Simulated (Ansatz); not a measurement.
# LaLu2N3: the cost of one run

Computed with Ansatz 0.2.0 (DFT PBE, scalar-relativistic, plane waves, PAW, unless a step's input says otherwise).

## Step 1: Starting point

Symmetry: P-4m2, No. 115, tetragonal system. The conventional cell has a = 3.646 Å, b = 3.646 Å, c = 8.031 Å, α = 90.00°, β = 90.00°, γ = 90.00°. La (site symmetry -4m2) is surrounded by 4 N at 2.58 Å and 4 Lu at 2.79 Å. Lu (site symmetry 2mm) is surrounded by 7 N at 2.74 to 2.88 Å and 2 La at 2.79 Å. N (site symmetry -4m2) is surrounded by 4 La at 2.58 Å and 4 Lu at 2.79 Å. Around N (site symmetry 2mm) lie 5 Lu at 2.74 to 2.88 Å.

Structure file:

```
La Lu N
1.0
     3.64566    0.00000    0.00000
     0.00000    3.64566    0.00000
     0.00000    0.00000    8.03146
La Lu N
1 2 3
Direct
  0.00000 0.00000 0.00000
  0.00000 0.50000 0.73761
  0.50000 0.00000 0.26239
  0.50000 0.50000 0.00000
  0.00000 0.50000 0.37863
  0.50000 0.00000 0.62137
```

Recipe of the guess: species swapped into a database cell of Zr2CuSb3 (P-4m2, No. 115), with Lu on the Zr sites, La on the Cu sites and N on the Sb sites. Its size is a rough estimate.

## Step 2: The guess as it stands, on a coarse mesh

Input file input.yaml:

```yaml
crystal:
  lattice:
    - [3.64565756, 0.0, 0.0]
    - [0.0, 3.64565756, 0.0]
    - [0.0, 0.0, 8.03145834]
  atoms:
    - { symbol: La, position: [0.0, 0.0, 0.0] }
    - { symbol: Lu, position: [0.0, 0.5, 0.73761201] }
    - { symbol: Lu, position: [0.5, 0.0, 0.26238799] }
    - { symbol: "N", position: [0.5, 0.5, 0.0] }
    - { symbol: "N", position: [0.0, 0.5, 0.37862599] }
    - { symbol: "N", position: [0.5, 0.0, 0.62137401] }
basis:
  ecutwfc: 420
kpoints:
  mp_grid: { grid: [6, 6, 2] }
hamiltonian:
  xc: pbe
scf:
  occupations: { method: gaussian, width: 0.1 }
  lower_state_search: "off"
output:
  forces: true
  stress: true
  eigenvalues: true
```

Run with:

```
ansatz run input.yaml --threads 1 --pin off --max-ram 2560MiB --backend cpu --events-out ev --progress --plain --runs-dir out
```

Q: Estimate wall time and peak memory on 1 thread of Arm Neoverse V2, shared host.

About 11 s, with a peak of 0.37 GiB.
